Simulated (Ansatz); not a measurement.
# HfIn4SiO6 (C2) in Ansatz: convergence with wavefunction cutoff

Aim: find how far wavefunction cutoff must go before the results for HfIn4SiO6 settle, at PBE. This setting moves, with any that are tied to it; all else stays.

All numbers are computed with Ansatz 0.2.0; they aren't measurements. Logs are shortened: lines on timing, memory, paths and dates and some standing lists are left out, and cuts for length are marked.

## (1) The structure

Symmetry: C2, No. 5, monoclinic system. Conventional cell: a = 5.432 Å, b = 9.407 Å, c = 7.636 Å, α = 90.00°, β = 104.07°, γ = 90.00°. Hf (site symmetry 2) has 6 O at 2.13 to 2.14 Å as nearest neighbours. In (site symmetry 2) is surrounded by 2 O at 2.73 Å and 4 In at 3.12 Å. In (site symmetry 2) has 6 O at 2.23 Å as nearest neighbours. In (site symmetry 2) is surrounded by 2 O at 2.73 Å and 3 In at 3.07 to 3.12 Å. In (site symmetry 2) is surrounded by 2 O at 2.73 Å and 3 In at 3.07 to 3.12 Å. Around Si (site symmetry 2) lie 6 O at 1.85 Å. Around O (site symmetry 1) lie 1 Si at 1.85 Å. Around O (site symmetry 1) lie 1 Si at 1.85 Å.

The cell was built by a generator and needn't be a form met in nature.

## (2) With wavefunction cutoff 200 eV

Input file input.yaml:

```yaml
crystal:
  lattice:
    - [2.71585, -4.70357, 0.00833]
    - [2.71585, 4.70357, 0.00833]
    - [-1.87915, 0.0, 7.40127]
  atoms:
    - { symbol: Hf, position: [0.78835, 0.21165, 0.0] }
    - { symbol: In, position: [0.62175, 0.37825, 0.5] }
    - { symbol: In, position: [0.45502, 0.54498, 0.0] }
    - { symbol: In, position: [0.28407, 0.71593, 0.5] }
    - { symbol: In, position: [0.95814, 0.04186, 0.5] }
    - { symbol: Si, position: [0.12168, 0.87832, 0.0] }
    - { symbol: O, position: [0.06219, 0.11415, 0.86666] }
    - { symbol: O, position: [0.88585, 0.93781, 0.13334] }
    - { symbol: O, position: [0.7949, 0.53784, 0.86663] }
    - { symbol: O, position: [0.46216, 0.2051, 0.13337] }
    - { symbol: O, position: [0.15352, 0.62879, 0.13333] }
    - { symbol: O, position: [0.37121, 0.84648, 0.86667] }
hamiltonian:
  xc: pbe
  pseudopotentials: { kind: paw }
kpoints:
  mp_grid: { grid: [4, 4, 3] }
scf:
  occupations: { method: fermi_dirac, width: 0.05 }
output:
  forces: true
  stress: true
  eigenvalues: true
basis:
  ecutwfc: "200 eV"
```

Potentials or basis: Ansatz PAW.

Started as:

```bash
$ ansatz run input.yaml --threads 8 --pin off --max-ram 20480MiB --backend cpu --events-out ev --progress --plain --runs-dir out
```

Run time: 2.2 s. Hardware: 8 threads of Arm Neoverse V2, shared host; peak memory 0.52 GiB.

What came out:

- Free energy: -42083.3961 eV
- Pressure: 2.1 GPa
- Largest force: 0.939 eV/Å
- Band gap on the k mesh: none (metal or under the smearing width)

## (3) With wavefunction cutoff 250 eV

input.yaml: that of step 2 with these lines changed.

```diff
@@ -30,2 +30,2 @@
 basis:
-  ecutwfc: "200 eV"
+  ecutwfc: "250 eV"
```

Potentials or basis: Ansatz PAW.

Started as:

```bash
$ ansatz run input.yaml --threads 8 --pin off --max-ram 20480MiB --backend cpu --events-out ev --progress --plain --runs-dir out
```

It took 1.8 s on 8 threads of Arm Neoverse V2, shared host; peak memory 0.56 GiB.

Results:

```
Free energy            : -42144.1141 eV
Pressure               : 0.2 GPa
Largest force          : 0.260 eV/Å
Band gap on the k mesh : none (metal or under the smearing width)
```

## (4) With wavefunction cutoff 300 eV

input.yaml: that of step 3 with these lines changed.

```diff
@@ -30,2 +30,2 @@
 basis:
-  ecutwfc: "250 eV"
+  ecutwfc: "300 eV"
```

Started as:

```bash
$ ansatz run input.yaml --threads 8 --pin off --max-ram 20480MiB --backend cpu --events-out ev --progress --plain --runs-dir out
```

Wall time 2.3 s (8 threads of Arm Neoverse V2, shared host); peak memory 0.66 GiB.

What came out:

```
Free energy            : -42156.3892 eV
Pressure               : -0.9 GPa
Largest force          : 0.076 eV/Å
Band gap on the k mesh : none (metal or under the smearing width)
```

## (5) With wavefunction cutoff 350 eV

input.yaml: that of step 4 with these lines changed.

```diff
@@ -30,2 +30,2 @@
 basis:
-  ecutwfc: "300 eV"
+  ecutwfc: "350 eV"
```

Started as:

```bash
$ ansatz run input.yaml --threads 8 --pin off --max-ram 20480MiB --backend cpu --events-out ev --progress --plain --runs-dir out
```

Run time: 2.4 s. Hardware: 8 threads of Arm Neoverse V2, shared host; peak memory 0.75 GiB.

Results:

```yaml
Free_energy: -42158.8068 eV
Pressure: -0.5 GPa
Largest_force: 0.081 eV/Å
Band_gap_on_the_k_mesh: none (metal or under the smearing width)
```

## (6) With wavefunction cutoff 400 eV

input.yaml: that of step 5 with these lines changed.

```diff
@@ -30,2 +30,2 @@
 basis:
-  ecutwfc: "350 eV"
+  ecutwfc: "400 eV"
```

Potentials or basis: Ansatz PAW.

Started as:

```bash
$ ansatz run input.yaml --threads 8 --pin off --max-ram 20480MiB --backend cpu --events-out ev --progress --plain --runs-dir out
```

It took 2.8 s on 8 threads of Arm Neoverse V2, shared host; peak memory 0.84 GiB.

The run converged. Its results:

```
Free energy            : -42159.3012 eV
Pressure               : -0.4 GPa
Largest force          : 0.082 eV/Å
Band gap on the k mesh : none (metal or under the smearing width)
```

## (7) With wavefunction cutoff 450 eV

input.yaml: that of step 6 with these lines changed.

```diff
@@ -30,2 +30,2 @@
 basis:
-  ecutwfc: "400 eV"
+  ecutwfc: "450 eV"
```

Started as:

```bash
$ ansatz run input.yaml --threads 8 --pin off --max-ram 20480MiB --backend cpu --events-out ev --progress --plain --runs-dir out
```

Run time: 2.9 s. Hardware: 8 threads of Arm Neoverse V2, shared host; peak memory 0.95 GiB.

Results (log left out):

```
Free energy            : -42159.3891 eV
Pressure               : -0.4 GPa
Largest force          : 0.083 eV/Å
Band gap on the k mesh : none (metal or under the smearing width)
```

## (8) With wavefunction cutoff 500 eV

input.yaml: that of step 7 with these lines changed.

```diff
@@ -30,2 +30,2 @@
 basis:
-  ecutwfc: "450 eV"
+  ecutwfc: "500 eV"
```

Started as:

```bash
$ ansatz run input.yaml --threads 8 --pin off --max-ram 20480MiB --backend cpu --events-out ev --progress --plain --runs-dir out
```

Wall time 3.4 s (8 threads of Arm Neoverse V2, shared host); peak memory 1.1 GiB.

Results (log left out):

```
Free energy            : -42159.3985 eV
Pressure               : -0.4 GPa
Largest force          : 0.083 eV/Å
Band gap on the k mesh : none (metal or under the smearing width)
```

## (9) With wavefunction cutoff 600 eV

input.yaml: that of step 8 with these lines changed.

```diff
@@ -30,2 +30,2 @@
 basis:
-  ecutwfc: "500 eV"
+  ecutwfc: "600 eV"
```

Potentials or basis: Ansatz PAW.

Started as:

```bash
$ ansatz run input.yaml --threads 8 --pin off --max-ram 20480MiB --backend cpu --events-out ev --progress --plain --runs-dir out
```

Run time: 4.2 s. Hardware: 8 threads of Arm Neoverse V2, shared host; peak memory 1.3 GiB.

The run converged. Its results:

```
Free energy            : -42159.4032 eV
Pressure               : -0.4 GPa
Largest force          : 0.083 eV/Å
Band gap on the k mesh : none (metal or under the smearing width)
```

## (10) With wavefunction cutoff 800 eV

input.yaml: that of step 9 with these lines changed.

```diff
@@ -30,2 +30,2 @@
 basis:
-  ecutwfc: "600 eV"
+  ecutwfc: "800 eV"
```

Potentials or basis: Ansatz PAW.

Started as:

```bash
$ ansatz run input.yaml --threads 8 --pin off --max-ram 20480MiB --backend cpu --events-out ev --progress --plain --runs-dir out
```

What it wrote:

```text
Warning: RAYON_NUM_THREADS=8 ignored (pool sized by the plan → 8); use --threads N
Engine: ansatz 0.2.0, aarch64-unknown-linux-gnu
Pseudopotentials: kind: paw
Pseudopotential: Hf, paw, valence charge 26, recommended cutoff 420 eV (normal), Hf.paw.azcp
Pseudopotential: In, paw, valence charge 13, recommended cutoff 420 eV (normal), In.paw.azcp
Pseudopotential: Si, paw, valence charge 4, recommended cutoff 420 eV (normal), Si.paw.azcp
Pseudopotential: O, paw, valence charge 6, recommended cutoff 420 eV (normal), O.paw.azcp
Functional definition: PBE
  parameter kappa = 0.804
  parameter beta = 0.06672455060314922
  exchange = pbe_x(kappa = kappa, mu = beta*pi^2/3)
  correlation = pbe_c(beta = beta)
Crystal: 12 atoms, lattice volume = 189.238 Å³
Basis set: ecut = 800 eV, 9755 PW (Γ), exchange–correlation on 108×108×144 points (8 copies of the dense FFT grid, shifted against one another)
Bands: 71, of which v1, the nominal top of the filled ones, is band 59 counted from 1 (58 counted from 0)
Symmetry: 2 space group operations
Space group: C2 (ITA 5), of the structure as read, at distance tolerance 5.7e-5 Å
k-points: 17 of 48 (time reversal used)
Non-local potential: Hf, projectors of the file, l = 0: 3, l = 1: 2, l = 2: 2, l = 3: 3
Non-local potential: In, projectors of the file, l = 0: 2, l = 1: 2, l = 2: 2, l = 3: 2
Non-local potential: Si, projectors of the file, l = 0: 2, l = 1: 2, l = 2: 2
Non-local potential: O, projectors of the file, l = 0: 2, l = 1: 2, l = 2: 1
PAW form: soft (Blöchl's): semilocal exchange-correlation on the pseudo side does not see the compensation charge
PAW one-centre angular grid: Hf, 590 points (default); XC on 64 Gauss nodes
PAW one-centre angular grid: In, 590 points (default); XC on 64 Gauss nodes
PAW one-centre angular grid: Si, 110 points (default); XC on 64 Gauss nodes
PAW one-centre angular grid: O, 110 points (default); XC on 64 Gauss nodes
Initial density: superposition of atomic densities (neutral atoms: chi_scale 0, normalization atom), corrected by the library's trained network
Initial wavefunctions: pseudopotential atomic-orbital guess
Functional: x = pbe(κ = 0.804, μ = 0.2195149727645171), c = pbe(β = 0.06672455060314922)
SCF iter   1: F=—  HF=-42159.413193 eV  |F-HF|=—  |Δ(HF+E_count)|=         —  Δρ=3.20e-3  dr2=3.56e-2  ethr=1.77e-3  ⟨swp⟩=6.2  Hψ=4982  notcnv=0  defer=4
preconditioner: auto → LDOS  [insulator: Δε(μ)=0.200 eV  Ē_g=14.462 eV  σ=0.050 eV  W_gap=0.68  n_scr=46 (ndim 8)  ℏωp=28.3 eV  f_vac=0.026  D(μ)=0.90/eV (n_scr^D=2)  ε∞_Penn≈4.8  β→1.0]
SCF iter   2: F=—  HF=-42159.409989 eV  |F-HF|=—  |Δ(HF+E_count)|=   3.20e-3  Δρ=2.59e-3  dr2=1.34e-2  ethr=3.01e-5  ⟨swp⟩=2.0  Hψ=2453  notcnv=0  defer=80
SCF iter   3: F=—  HF=-42159.407406 eV  |F-HF|=—  |Δ(HF+E_count)|=   2.58e-3  Δρ=1.31e-3  dr2=2.94e-3  ethr=1.14e-5  ⟨swp⟩=2.0  Hψ=2182  notcnv=0  defer=80
SCF iter   4: F=—  HF=-42159.406762 eV  |F-HF|=—  |Δ(HF+E_count)|=   6.44e-4  Δρ=1.74e-4  dr2=7.97e-5  ethr=2.50e-6  ⟨swp⟩=2.0  Hψ=2048  notcnv=0  defer=80
SCF iter   5: F=—  HF=-42159.406825 eV  |F-HF|=—  |Δ(HF+E_count)|=   6.26e-5  Δρ=7.40e-5  dr2=1.33e-5  ethr=6.75e-8  ⟨swp⟩=2.0  Hψ=2133  notcnv=0  defer=80
SCF iter   6: F=—  HF=-42159.406822 eV  |F-HF|=—  |Δ(HF+E_count)|=   3.15e-6  Δρ=1.99e-5  dr2=7.06e-7  ethr=1.13e-8  ⟨swp⟩=2.0  Hψ=2133  notcnv=0  defer=80
SCF iter   7: F=-42159.406822 eV  HF=-42159.406822 eV  |F-HF|=6.42e-8  |Δ(HF+E_count)|=   5.84e-7  Δρ=6.53e-6  dr2=8.24e-8  ethr=8.47e-11  ⟨swp⟩=11.6  Hψ=6946  notcnv=0
SCF 1 converged in 7 iterations: F = -42159.406822 eV  dr2 = 8.24e-8
SCF converged after 7 iterations
Free energy (F): -42159.406822 eV
Harris-Foulkes:  -42159.406822 eV  (|F-HF|=6.42e-8)
Internal energy: -42159.397065 eV  (E = F + TS)
E sigma→0 (E₀):  -42159.401944 eV
Entropy (-TS):   -0.009758 eV (-0.813 meV/atom)
Fermi energy:    11.076409 eV
--- Per-component energies (eV) ---
  E_band       = -286.725270
  E_kinetic    = 2487.109462
  E_local      = -14828.438012  (includes V_loc(G=0)·N_el)
  E_nonlocal   = 536.064429
  E_hartree    = 6398.220857
  E_xc         = -1660.877240
  E_vxc        = -1277.236606  (∫ρ·V_xc dr)
  E_paw        = -25004.937779  (= ΣΔE_a)
  E_vpaw       = -0.665152  (= ΣTr[D̂ρ^β])
  E_aug_tail   = 0.000995  (compensation charges beyond the density's cutoff)
  E_ewald      = -10086.539776
  E_smearing   = -0.009758  (= −TS)
  E_closure    = -0.000000  (closes the sum)
  Σ components = -42159.406822   (vs F -42159.406822, Δ=0.00e0)
--- Forces (eV/Å), atoms counted from 1 ---
  atom   1  Hf     0.00000000     0.00649759    -0.00000000
  atom   2  In    -0.00000000     0.04244030     0.00000000
  atom   3  In    -0.00000000     0.00748030     0.00000000
  atom   4  In     0.00000000    -0.08265017     0.00000000
  atom   5  In     0.00000000     0.03799511    -0.00000000
  atom   6  Si    -0.00000000     0.00270610     0.00000000
  atom   7  O     -0.03637598     0.00169585    -0.02829467
  atom   8  O      0.03637598     0.00169585     0.02829467
  atom   9  O      0.00023667    -0.04726110    -0.02248320
  atom  10  O     -0.00023667    -0.04726110     0.02248320
  atom  11  O     -0.02994164     0.03833710     0.01937322
  atom  12  O      0.02994164     0.03833710    -0.01937322
  max |Σ_I F_I| component: 1.29e-5 eV/Å
--- Stress (GPa, compression-positive) ---
       -0.552611       0.000000       0.032175
        0.000000      -0.537260      -0.000000
        0.032175      -0.000000      -0.062456
  P = ⅓ Tr σ = -0.3841 GPa (-3.841 kbar)
--- Band table (eV; the first three rows and the last of 17) ---
  k-point 0: bands = ["-52.7189", "-21.4988", "-21.4960", "-21.4951", "-10.5896", "-9.1116", "-9.1069", "-8.4290", "-8.2401", "-8.2276", "-4.5945", "-4.5943", "-4.5802", "-4.3599", "-4.3522", "-4.0501", "-3.9006", "-3.8947", "-3.8568", "-3.8558", "-3.8377", "-3.8375", "-3.7437", "-3.7431", "-3.7268", "-3.7230", "-3.6754", "-3.6716", "-3.6535", "-3.6515", "-2.6130", "-2.6032", "-2.6031", "-2.5645", "-2.5642", "-2.5591", "-2.5457", "1.1002", "2.4166", "3.2875", "3.2897", "4.0637", "4.2512", "4.6321", "4.6434", "5.2511", "5.3621", "5.3778", "6.2518", "6.4907", "6.6246", "6.8510", "6.9410", "6.9871", "7.3514", "7.4545", "10.1001", "10.3073", "10.6181", "10.7338", "10.9124", "10.9472", "11.5384", "11.8840", "12.8910", "13.2450", "13.2763", "15.2693", "16.2418", "16.6975", "16.7845"]
  k-point 1: bands = ["-52.7189", "-21.4988", "-21.4960", "-21.4951", "-10.5858", "-9.1121", "-9.1065", "-8.4394", "-8.2357", "-8.2318", "-4.5947", "-4.5940", "-4.5766", "-4.3578", "-4.3540", "-4.0434", "-3.9006", "-3.8947", "-3.8578", "-3.8549", "-3.8383", "-3.8368", "-3.7437", "-3.7432", "-3.7264", "-3.7229", "-3.6760", "-3.6702", "-3.6538", "-3.6524", "-2.6130", "-2.6032", "-2.6030", "-2.5644", "-2.5642", "-2.5592", "-2.5458", "1.1723", "2.5470", "3.2875", "3.2901", "3.6865", "4.2669", "4.6358", "4.6408", "4.7784", "5.3637", "5.3730", "6.5222", "6.5871", "6.8185", "6.9479", "6.9824", "7.3171", "7.3752", "7.4317", "10.1440", "10.1896", "10.2561", "10.7716", "10.8357", "10.8920", "10.9608", "12.6054", "13.1346", "13.2546", "13.2690", "14.8361", "16.3166", "16.5207", "16.9236"]
  k-point 2: bands = ["-52.7188", "-21.4992", "-21.4986", "-21.4964", "-10.3886", "-9.2082", "-9.0098", "-8.5690", "-8.4008", "-8.2055", "-4.5992", "-4.5903", "-4.5756", "-4.3550", "-4.3489", "-4.0099", "-3.9931", "-3.9225", "-3.9119", "-3.8940", "-3.8798", "-3.8019", "-3.7771", "-3.7743", "-3.7567", "-3.7080", "-3.6665", "-3.6361", "-3.5363", "-3.5267", "-2.6134", "-2.6041", "-2.6035", "-2.5741", "-2.5675", "-2.5554", "-2.5391", "1.3328", "2.6889", "3.3789", "3.4517", "3.6967", "3.8076", "4.6334", "4.8211", "5.1952", "5.6961", "5.7809", "6.1147", "6.2109", "6.5333", "6.6878", "6.8445", "7.0912", "7.1537", "7.4579", "8.0300", "9.2211", "9.3688", "11.7419", "12.2282", "12.3737", "12.8331", "13.1207", "13.2337", "13.4824", "14.5801", "14.7005", "15.5117", "15.8279", "16.5709"]
  k-point 16: bands = ["-52.7188", "-21.5036", "-21.4984", "-21.4964", "-10.1180", "-9.3320", "-8.9062", "-8.6331", "-8.6135", "-8.2663", "-4.6045", "-4.5913", "-4.5684", "-4.3552", "-4.3368", "-4.1418", "-3.9543", "-3.9358", "-3.9352", "-3.8960", "-3.8661", "-3.8286", "-3.8115", "-3.7144", "-3.7133", "-3.6988", "-3.6212", "-3.6176", "-3.5821", "-3.4324", "-2.6137", "-2.6054", "-2.6038", "-2.5824", "-2.5703", "-2.5519", "-2.5316", "1.6005", "3.0102", "3.2312", "3.5611", "3.7154", "4.1311", "4.3724", "4.7830", "5.1326", "5.3605", "5.4402", "5.9808", "6.0389", "6.3600", "6.4628", "6.7194", "7.1651", "7.4228", "7.5987", "7.8268", "8.6666", "9.0964", "11.9691", "12.5026", "12.9626", "13.1421", "13.2314", "13.7119", "15.1351", "15.3842", "15.4568", "15.8070", "16.2015", "16.4311"]
```

Run time: 6.6 s. Hardware: 8 threads of Arm Neoverse V2, shared host; peak memory 1.8 GiB.

What came out:

```
Free energy            : -42159.4068 eV
Pressure               : -0.4 GPa
Largest force          : 0.083 eV/Å
Band gap on the k mesh : none (metal or under the smearing width)
```

## (11) The series at a glance

| wavefunction cutoff | energy less the tightest run, at zero smearing (meV/atom) | pressure (GPa) | largest force (eV/Å) | SCF cycles | CPU time (s) | peak memory (GiB) |
| --- | --- | --- | --- | --- | --- | --- |
| 200 eV | 6334.45 | 2.13 | 0.939 | 10 | 12 | 0.52 |
| 250 eV | 1274.44 | 0.22 | 0.260 | 9 | 12 | 0.56 |
| 300 eV | 251.48 | -0.94 | 0.076 | 8 | 16 | 0.66 |
| 350 eV | 50.00 | -0.54 | 0.081 | 7 | 17 | 0.75 |
| 400 eV | 8.81 | -0.38 | 0.082 | 7 | 20 | 0.84 |
| 450 eV | 1.47 | -0.37 | 0.083 | 7 | 21 | 0.95 |
| 500 eV | 0.69 | -0.38 | 0.083 | 7 | 24 | 1.1 |
| 600 eV | 0.30 | -0.38 | 0.083 | 7 | 30 | 1.3 |
| 800 eV | 0.00 | -0.38 | 0.083 | 7 | 49 | 1.8 |

Against the tightest run, the energy stays within 1 meV/atom from 500 eV on; the pressure stays within 0.1 GPa from 400 eV on; the largest force stays within 0.005 eV/Å from 350 eV on. The tightest run that finished is the yardstick and may itself not be fully converged.
